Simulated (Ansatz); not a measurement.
**AgBiSO: the cell at several levels of theory**

Cell and atoms of AgBiSO in the database structure are relaxed in turn with PBE-D3(BJ), r2SCAN+rVV10 and PBE-D4.

Code: Ansatz 0.2.0. PAW datasets, plane waves, zero pressure. No spin polarisation and no zero-point or thermal motion.

### 1 Starting point

The symmetry is P4/nmm (No. 129, tetragonal); conventional cell a = 3.913 Å, c = 9.228 Å, 17.66 Å³ an atom. Near Ag stand 4 S at 2.52 Å and 4 Ag at 2.77 Å; near Bi stand 4 O at 2.34 Å; near S stand 4 Ag at 2.52 Å; near O stand 4 Bi at 2.34 Å.

The structure in full:

```cif
data_structure
_symmetry_space_group_name_H-M 'P4/nmm:1'
_symmetry_Int_Tables_number 129
_cell_length_a 3.9130
_cell_length_b 3.9130
_cell_length_c 9.2280
_cell_angle_alpha 90.000
_cell_angle_beta 90.000
_cell_angle_gamma 90.000
_cell_volume 141.30
loop_
_atom_site_label
_atom_site_type_symbol
_atom_site_symmetry_multiplicity
_atom_site_Wyckoff_symbol
_atom_site_fract_x
_atom_site_fract_y
_atom_site_fract_z
_atom_site_occupancy
Ag1 Ag 2 b 0.00000 0.00000 0.50000 1
Bi1 Bi 2 c 0.00000 0.50000 0.86018 1
S1 S 2 c 0.50000 0.00000 0.67282 1
O1 O 2 a 0.50000 0.50000 0.00000 1
```

### 2 Relaxing with PBE-D3(BJ)

Contents of input.yaml:

```yaml
crystal:
  lattice:
    - [3.913, 0.0, 0.0]
    - [0.0, 3.913, 0.0]
    - [0.0, 0.0, 9.228]
  atoms:
    - { symbol: Ag, position: [0.0, 0.0, 0.5] }
    - { symbol: Ag, position: [0.5, 0.5, 0.5] }
    - { symbol: Bi, position: [0.0, 0.5, 0.860179] }
    - { symbol: Bi, position: [0.5, 0.0, 0.139821] }
    - { symbol: S, position: [0.5, 0.0, 0.672824] }
    - { symbol: S, position: [0.0, 0.5, 0.327176] }
    - { symbol: O, position: [0.5, 0.5, 0.0] }
    - { symbol: O, position: [0.0, 0.0, 0.0] }
kpoints:
  mp_grid: { grid: [6, 6, 4] }
hamiltonian:
  xc: pbe
  dispersion: d3bj
scf:
  occupations: { method: fermi_dirac, width: 0.02 }
relax:
  f_tol: 0.005
  cell: {}
output:
  write_density: true
  write_potential: true
  elf: true
  volumetric_format: npy
```

Launch:

```console
$ ansatz run input.yaml --threads 4 --pin off --max-ram 9216MiB --backend cpu --events-out ev --progress --plain --runs-dir out
```

The log of the run, cut to the lines that bear on the results:

```text
Warning: RAYON_NUM_THREADS=4 ignored (pool sized by the plan → 4); use --threads N
[...]
Pseudopotentials: kind: paw
Pseudopotential: Ag, paw, valence charge 19, recommended cutoff 420 eV (normal), Ag.paw.azcp
Pseudopotential: Bi, paw, valence charge 15, recommended cutoff 420 eV (normal), Bi.paw.azcp
Pseudopotential: S, paw, valence charge 6, recommended cutoff 420 eV (normal), S.paw.azcp
Pseudopotential: O, paw, valence charge 6, recommended cutoff 420 eV (normal), O.paw.azcp
Functional definition: PBE
[...]
Crystal: 8 atoms, lattice volume = 141.295 Å³
Basis set: ecut = 420 eV, 2751 PW (Γ), exchange–correlation on 54×54×128 points (8 copies of the dense FFT grid, shifted against one another)
Bands: 56, of which v1, the nominal top of the filled ones, is band 46 counted from 1 (45 counted from 0)
Symmetry: 16 space group operations
Space group: P4/nmm (ITA 129), of the structure as read, at distance tolerance 5.2e-5 Å
k-points: 30 of 144
[...]
SCF iter   1: F=—  HF=-42915.705504 eV  |F-HF|=—  |Δ(HF+E_count)|=         —  Δρ=2.13e-3  dr2=1.09e-2  ethr=1.77e-3  ⟨swp⟩=6.1  Hψ=6355  notcnv=0
[...]
relax step   1: F+E_penalty+E_count = -42915.70633968 eV  Δ(F+E_penalty+E_count) = +0.000e0 eV  max|allowed force component| = 2.081e0 eV/Å  Δτ_max = 0.0000 Å  P = +2.748 GPa  Ω = 141.295 Å³  (6 SCF iters, dr2 threshold 1.00e-7 eV, accepted)
[...]
  atom   2  Ag     0.00000000     0.00000000    -0.00000000
  atom   3  Bi     0.00000000     0.00000000     0.00011054
  atom   4  Bi     0.00000000     0.00000000    -0.00011054
  atom   5  S      0.00000000     0.00000000    -0.00063253
  atom   6  S      0.00000000     0.00000000     0.00063253
  atom   7  O      0.00000000     0.00000000    -0.00000000
  atom   8  O      0.00000000     0.00000000     0.00000000
[...]
--- Stress (GPa, compression-positive) ---
        0.011727       0.000000       0.000000
        0.000000       0.011727       0.000000
        0.000000       0.000000      -0.027405
  P = ⅓ Tr σ = -0.0013 GPa (-0.013 kbar)
--- Band table (eV; the first three rows and the last of 30) ---
[...]
--- Relaxed structure (5 steps of the walk, 5 accepted, 1 SCFs on fresh bases) ---
  F+E_penalty+E_count = -42916.19258432 eV   max|allowed force component| = 6.325e-4 eV/Å   (the final SCF, on the basis selected at the relaxed cell)
  cell:  # Å, volume = 140.0728 Å³
    - [3.937897978532686, -2.2607954250562935e-34, 0.0]
    - [9.947499870247692e-35, 3.937897978532686, 0.0]
    - [0.0, 0.0, 9.032851372990146]
  atoms:
    - { symbol: Ag, position: [-5.142975539503594e-35, -2.7156833456257295e-36, 0.5] }
    - { symbol: Ag, position: [0.5, 0.5, 0.5] }
    - { symbol: Bi, position: [-2.9896549397862015e-35, 0.5, 0.8604085710169842] }
    - { symbol: Bi, position: [0.5, 3.4366612249953964e-36, 0.13959142898301596] }
    - { symbol: S, position: [0.5, -2.715683345625728e-36, 0.6992539161158605] }
    - { symbol: S, position: [8.699799744393931e-35, 0.5, 0.30074608388413937] }
    - { symbol: O, position: [0.5, 0.5, 3.7596954399150566e-19] }
    - { symbol: O, position: [3.701019780764269e-35, 3.6048893968483136e-37, 3.7596954399150566e-19] }
```

Wall time 71 s (4 threads of Intel Xeon at 2.50GHz (Skylake/Cascade Lake), shared host); peak memory 0.67 GiB.

The steps:

```
step  energy change (meV/atom)  largest force (eV/Å)  pressure (GPa)  volume (Å³/atom)
   1                       0.0                2.0814            2.75            17.662
   2                     -55.7                0.4219            1.62            17.186
   3                     -60.6                0.1388            0.61            17.430
   4                     -60.9                0.0470            0.21            17.480
   5                     -60.9                0.0007            0.01            17.509
   6                     -60.8                0.0006            0.00            17.509
```

Step 6 solves the same cell on a plane-wave basis chosen anew, so the energy can jump there without a move.

The table lists every geometry solved, with passes on a fresh basis, whose energies don't compare exactly with the rows above.

```
                       before   after   change
                a (Å)   3.913   3.938  +0.64 %
                c (Å)   9.228   9.033  -2.11 %
     volume (Å³/atom)  17.662  17.509  -0.87 %
shortest distance (Å)   2.344   2.338  -0.24 %
          space group  P4/nmm  P4/nmm     same
```

Density in a lattice plane of the grid's cell (edges 3.94 and 9.03 Å, at 0.000 of the third edge), which holds Ag and Bi and S and O.

Ten even steps from '0' (0.03 e/Å³) to '9' (21.11 e/Å³):
```
1000000000
0000000000
0000000000
0000000000
0000000000
0000000000
0000000000
0000000000
4200000002
9510000015
4200000002
0000000000
0000000000
0000000000
0000000000
0000121000
0000232000
0000222000
1000000000
3200000002
```
Columns run along the first of these edges and rows up along the second, over one cell in 10 and 20 even steps from the bottom left corner. Atoms in the plane (fractional): Ag at (1.00, 0.50), Bi at (0.50, 0.14), S at (0.50, 0.70), O at (0.00, 0.00).

ELF in the same plane.

Values, 12 rows by 6 columns:
```
0.77 0.50 0.05 0.03 0.05 0.50
0.06 0.07 0.47 0.71 0.47 0.07
0.05 0.47 0.86 0.54 0.86 0.47
0.10 0.40 0.82 0.15 0.82 0.40
0.45 0.23 0.42 0.69 0.42 0.23
0.87 0.52 0.15 0.14 0.15 0.52
0.45 0.30 0.13 0.06 0.13 0.30
0.10 0.08 0.06 0.09 0.06 0.08
0.05 0.10 0.43 0.50 0.43 0.10
0.06 0.21 0.41 0.14 0.41 0.21
0.77 0.40 0.38 0.23 0.38 0.40
0.24 0.80 0.17 0.21 0.17 0.80
```
Columns run along the first of these edges and rows up along the second, over one cell in 6 and 12 even steps from the bottom left corner. Atoms in the plane (fractional): Ag at (1.00, 0.50), Bi at (0.50, 0.14), S at (0.50, 0.70), O at (0.00, 0.00).

Both are smooth fields of the valence electrons: close to the nuclei they are not physical.

The highest ELF values outside the cores: 0.87 in the shell around S, 0.8 Å from S; 0.83 in the shell around O, 0.6 Å from O.

### 3 r2SCAN+rVV10: cell and atoms

It starts from the cell of step 2.

Contents of input.yaml:

```yaml
crystal:
  lattice:
    - [3.9378979785, 0.0, 0.0]
    - [0.0, 3.9378979785, 0.0]
    - [0.0, 0.0, 9.032851373]
  atoms:
    - { symbol: Ag, position: [0.0, 0.0, 0.5] }
    - { symbol: Ag, position: [0.5, 0.5, 0.5] }
    - { symbol: Bi, position: [0.0, 0.5, 0.860408571] }
    - { symbol: Bi, position: [0.5, 0.0, 0.139591429] }
    - { symbol: S, position: [0.5, 0.0, 0.6992539161] }
    - { symbol: S, position: [0.0, 0.5, 0.3007460839] }
    - { symbol: O, position: [0.5, 0.5, 0.0] }
    - { symbol: O, position: [0.0, 0.0, 0.0] }
kpoints:
  mp_grid: { grid: [6, 6, 4] }
hamiltonian:
  xc: r2scan
  dispersion: rvv10
scf:
  occupations: { method: fermi_dirac, width: 0.02 }
relax:
  f_tol: 0.005
  cell: {}
```

Launch:

```console
$ ansatz run input.yaml --threads 4 --pin off --max-ram 9216MiB --backend cpu --events-out ev --progress --plain --runs-dir out
```

The log of the run, cut to the lines that bear on the results:

```text
Warning: RAYON_NUM_THREADS=4 ignored (pool sized by the plan → 4); use --threads N
[...]
Pseudopotentials: kind: paw
Pseudopotential: Ag, paw, valence charge 19, recommended cutoff 500 eV (meta_gga), Ag.paw.azcp
Pseudopotential: Bi, paw, valence charge 15, recommended cutoff 500 eV (meta_gga), Bi.paw.azcp
Pseudopotential: S, paw, valence charge 6, recommended cutoff 500 eV (meta_gga), S.paw.azcp
Pseudopotential: O, paw, valence charge 6, recommended cutoff 500 eV (meta_gga), O.paw.azcp
Functional definition: r2SCAN+rVV10
[...]
Crystal: 8 atoms, lattice volume = 140.073 Å³
Basis set: ecut = 500 eV, 3497 PW (Γ), exchange–correlation on 144×144×300 points (64 copies of the dense FFT grid, shifted against one another)
Bands: 56, of which v1, the nominal top of the filled ones, is band 46 counted from 1 (45 counted from 0)
Symmetry: 16 space group operations
[...]
  P = ⅓ Tr σ = 0.0064 GPa (0.064 kbar)
--- Relaxed structure (5 steps of the walk, 4 accepted, 1 SCFs on fresh bases) ---
  F+E_penalty+E_count = -42967.64756755 eV   max|allowed force component| = 1.903e-3 eV/Å   (the final SCF, on the basis selected at the relaxed cell)
  cell:  # Å, volume = 140.4732 Å³
    - [3.9257107947089476, 1.8254237526176486e-35, 0.0]
    - [-3.650847505235297e-35, 3.9257107947089476, 0.0]
    - [0.0, 0.0, 9.115002905114766]
  atoms:
    - { symbol: Ag, position: [-3.66567917881819e-36, 2.4626916307206898e-37, 0.49999999999999994] }
    - { symbol: Ag, position: [0.5, 0.5, 0.49999999999999994] }
    - { symbol: Bi, position: [1.3492565055584872e-36, 0.5, 0.863526231789289] }
    - { symbol: Bi, position: [0.5, -7.611955949500336e-38, 0.136473768210711] }
    - { symbol: S, position: [0.5, 3.417917475363866e-37, 0.6994031180960951] }
    - { symbol: S, position: [-1.8507500739961548e-36, 0.5, 0.30059688190390477] }
    - { symbol: O, position: [0.5, 0.5, -3.064950568468355e-35] }
    - { symbol: O, position: [3.498514656005634e-36, -7.089566815711076e-37, 2.265398246259219e-35] }
```

It took 3.6 min on 4 threads of Intel Xeon at 2.50GHz (Skylake/Cascade Lake), shared host; peak memory 1.1 GiB.

The steps:

```
step  energy change (meV/atom)  largest force (eV/Å)  pressure (GPa)  volume (Å³/atom)
   1                       0.0                0.4484           -0.52            17.509
  2*                      10.4                1.0272           -0.34            18.031
   3                      -1.6                0.0368           -0.30            17.597
   4                      -1.7                0.0090           -0.06            17.570
   5                      -1.8                0.0019            0.00            17.559
   6                      -1.8                0.0019            0.01            17.559
```

A star marks a trial step that the optimiser took back.

The table lists every geometry solved, with passes on a fresh basis, whose energies don't compare exactly with the rows above.

|  | before | after | change |
| --- | --- | --- | --- |
| a (Å) | 3.938 | 3.926 | -0.31 % |
| c (Å) | 9.033 | 9.115 | +0.91 % |
| volume (Å³/atom) | 17.509 | 17.559 | +0.29 % |
| shortest distance (Å) | 2.338 | 2.324 | -0.61 % |
| space group | P4/nmm | P4/nmm | same |

### 4 Relaxing with PBE-D4

Edit input.yaml of step 3 so:

```diff
@@ -17,4 +17,4 @@
 hamiltonian:
-  xc: r2scan
-  dispersion: rvv10
+  xc: pbe
+  dispersion: d4
 scf:
@@ -24 +24,6 @@
   cell: {}
+output:
+  write_density: true
+  write_potential: true
+  elf: true
+  volumetric_format: npy
```

Launch:

```console
$ ansatz run input.yaml --threads 4 --pin off --max-ram 9216MiB --backend cpu --events-out ev --progress --plain --runs-dir out
```

The log of the run, cut to the lines that bear on the results:

```text
Warning: RAYON_NUM_THREADS=4 ignored (pool sized by the plan → 4); use --threads N
[...]
Pseudopotentials: kind: paw
Pseudopotential: Ag, paw, valence charge 19, recommended cutoff 420 eV (normal), Ag.paw.azcp
Pseudopotential: Bi, paw, valence charge 15, recommended cutoff 420 eV (normal), Bi.paw.azcp
Pseudopotential: S, paw, valence charge 6, recommended cutoff 420 eV (normal), S.paw.azcp
Pseudopotential: O, paw, valence charge 6, recommended cutoff 420 eV (normal), O.paw.azcp
Functional definition: PBE
[...]
Crystal: 8 atoms, lattice volume = 140.073 Å³
Basis set: ecut = 420 eV, 2743 PW (Γ), exchange–correlation on 54×54×128 points (8 copies of the dense FFT grid, shifted against one another)
Bands: 56, of which v1, the nominal top of the filled ones, is band 46 counted from 1 (45 counted from 0)
Symmetry: 16 space group operations
Space group: P4/nmm (ITA 129), of the structure as read, at distance tolerance 5.2e-5 Å
[...]
  P = ⅓ Tr σ = -0.0018 GPa (-0.018 kbar)
--- Band table (eV; the first three rows and the last of 30) ---
[...]
--- Relaxed structure (3 steps of the walk, 2 accepted, 1 SCFs on fresh bases) ---
  F+E_penalty+E_count = -42916.46165326 eV   max|allowed force component| = 1.451e-3 eV/Å   (the final SCF, on the basis selected at the relaxed cell)
  cell:  # Å, volume = 140.2053 Å³
    - [3.9391333805515156, 0.0, 0.0]
    - [0.0, 3.9391333805515156, 0.0]
    - [0.0, 0.0, 9.035726076591684]
  atoms:
    - { symbol: Ag, position: [1.7910484587059558e-38, 3.1343348027354233e-38, 0.5] }
    - { symbol: Ag, position: [0.5, 0.5, 0.5] }
    - { symbol: Bi, position: [-5.970161529019853e-39, 0.5, 0.8605975739383137] }
    - { symbol: Bi, position: [0.5, -1.6417944204804595e-38, 0.13940242606168635] }
    - { symbol: S, position: [0.5, 3.1343348027354233e-38, 0.6990665323900115] }
    - { symbol: S, position: [-1.2537339210941693e-37, 0.5, 0.3009334676099884] }
    - { symbol: O, position: [0.5, 0.5, -2.665174407363787e-35] }
    - { symbol: O, position: [-1.014927459933375e-37, 3.1343348027354233e-38, -6.929453459145847e-35] }
```

Run time: 38 s. Hardware: 4 threads of Intel Xeon at 2.50GHz (Skylake/Cascade Lake), shared host; peak memory 0.67 GiB.

The steps:

```
step  energy change (meV/atom)  largest force (eV/Å)  pressure (GPa)  volume (Å³/atom)
   1                       0.0                0.0221            0.04            17.509
  2*                       0.2                0.0782           -0.19            17.593
   3                       0.0                0.0014            0.00            17.526
   4                       0.0                0.0015            0.00            17.526
```

A star marks a trial step that the optimiser took back.

The table lists every geometry solved, with passes on a fresh basis, whose energies don't compare exactly with the rows above.

|  | before | after | change |
| --- | --- | --- | --- |
| a (Å) | 3.938 | 3.939 | +0.03 % |
| c (Å) | 9.033 | 9.036 | +0.03 % |
| volume (Å³/atom) | 17.509 | 17.526 | +0.09 % |
| shortest distance (Å) | 2.338 | 2.338 | -0.01 % |
| space group | P4/nmm | P4/nmm | same |

### 5 Results

```
       level  a (Å)  c (Å)  volume (Å³/atom)  space group  SCF geometries
  PBE-D3(BJ)  3.938  9.033            17.509       P4/nmm               6
r2SCAN+rVV10  3.926  9.115            17.559       P4/nmm               6
      PBE-D4  3.939  9.036            17.526       P4/nmm               4
```

The first relaxation changed the volume by -0.9 % from the start. PBE-D3(BJ) gives the smallest cell and r2SCAN+rVV10 the largest; they differ by 0.3 % in volume, a mean of 0.1 % in length.
